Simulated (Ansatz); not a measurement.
**CH₃ClOZn: a ladder of functionals and wavefunction methods**

An exercise on one series of results from a longer session: the logs are not shown, and one member is left open.

The runs use Ansatz 0.2.0, Gaussian basis; functionals in def2-TZVPP, the program's frozen cores in correlated methods.

Plan: LDA (SPW92), PBE-D4, revPBE-D4, BLYP-D4, r2SCAN-D4, B97M-V, PBE0-D4, B3LYP-D4, r2SCANh-D4, r2SCAN0-D4, HSE06-D4, BHLYP-D4, CAM-B3LYP-D4, LC-ωPBE, ωB97X-V, ωB97M-V, B2PLYP, PBE-QIDH; CCSD(T)/def2-SVP; CCSD(T)/def2-TZVPP; MP2/def2-QZVPP; extrapolation to the limit; RPA on PBE.

### The relaxed structure

An earlier PBE0-D4 in a triple-zeta def2 set relaxation fixed the geometry.

SMILES `[OH][Zn][CH2]Cl`, 7 atoms, charge 0, spin multiplicity 1.

Atoms are counted from 1 here; the program's logs count them from 0.

Bond lengths: O1–Zn2 1.773 Å, O1–H5 0.958 Å, Zn2–C3 1.932 Å, C3–Cl4 1.798 Å, C3–H6 1.089 Å, C3–H7 1.089 Å. Angles: Zn2–O1–H5 116.7°, O1–Zn2–C3 177.5°, Zn2–C3–Cl4 107.9°, Zn2–C3–H6 113.2°, Zn2–C3–H7 113.2°, Cl4–C3–H6 106.9°, Cl4–C3–H7 106.9°, H6–C3–H7 108.4°.

Set-up of the first run:

Input file in.yaml:

```yaml
crystal:
  periodic: [false, false, false]
  atoms:
    - {symbol: O, position_ang: [-0.953165, 2.141237, -0.925343]}
    - {symbol: Zn, position_ang: [-0.184898, 0.699129, -0.237449]}
    - {symbol: C, position_ang: [0.724721, -0.827526, 0.521236]}
    - {symbol: Cl, position_ang: [-0.294545, -2.279722, 0.231009]}
    - {symbol: H, position_ang: [-1.849781, 2.039591, -1.247828]}
    - {symbol: H, position_ang: [1.691750, -1.022463, 0.060086]}
    - {symbol: H, position_ang: [0.865929, -0.750246, 1.598299]}
basis:
  gaussian: {orbitals: def2-TZVPP}
hamiltonian: {xc: lda}
output: {orbitals: {seedname: orbitals}}
```

Among the steps run: LDA; PBE-D4 (GGA); revPBE-D4 (GGA); BLYP-D4 (GGA); r2SCAN-D4 (meta-GGA); B97M-V (meta-GGA); PBE0-D4 (hybrid); B3LYP-D4 (hybrid); r2SCANh-D4 (hybrid); r2SCAN0-D4 (hybrid); HSE06-D4 (hybrid); BHLYP-D4 (hybrid); CAM-B3LYP-D4 (range-separated); LC-ωPBE (range-separated); ωB97X-V (range-separated); ωB97M-V (range-separated); B2PLYP (double hybrid); PBE-QIDH (double hybrid).

One table of the session follows, with a row left open; its other results are not shown here.

It belongs to the step «Frontier levels by functional». 

| functional | HOMO (eV) | gap (eV) |
| --- | --- | --- |
| LDA (SPW92) | -6.60 | 4.90 |
| PBE-D4 | -6.42 | 4.90 |
| revPBE-D4 | -6.35 | 4.91 |
| BLYP-D4 | -6.29 | 4.78 |
| r2SCAN-D4 | -6.66 | 5.46 |
| B97M-V | -6.71 | 5.24 |
| PBE0-D4 | -7.65 | 6.98 |
| B3LYP-D4 | -7.44 | 6.44 |
| r2SCANh-D4 | -7.12 | 6.22 |
| r2SCAN0-D4 | ? | ? |
| HSE06-D4 | -7.24 | 6.21 |
| BHLYP-D4 | -8.79 | 8.77 |
| CAM-B3LYP-D4 | -9.02 | 9.17 |
| LC-ωPBE | -10.38 | 11.79 |
| ωB97X-V | -10.00 | 11.20 |
| ωB97M-V | -9.87 | 10.70 |

Q: Estimate the row for r2SCAN0-D4 from the others.

Worked estimate for «HOMO (eV)». Against the share of exact exchange, r2SCAN-D4 (0, -6.66), r2SCANh-D4 (0.1, -7.12) give a slope of -4.60 per unit share; at 0.25 the line stands at -7.81.

The run gave: HOMO (eV): -7.82; gap (eV): 7.35. In «HOMO (eV)» the line misses by +0.01.
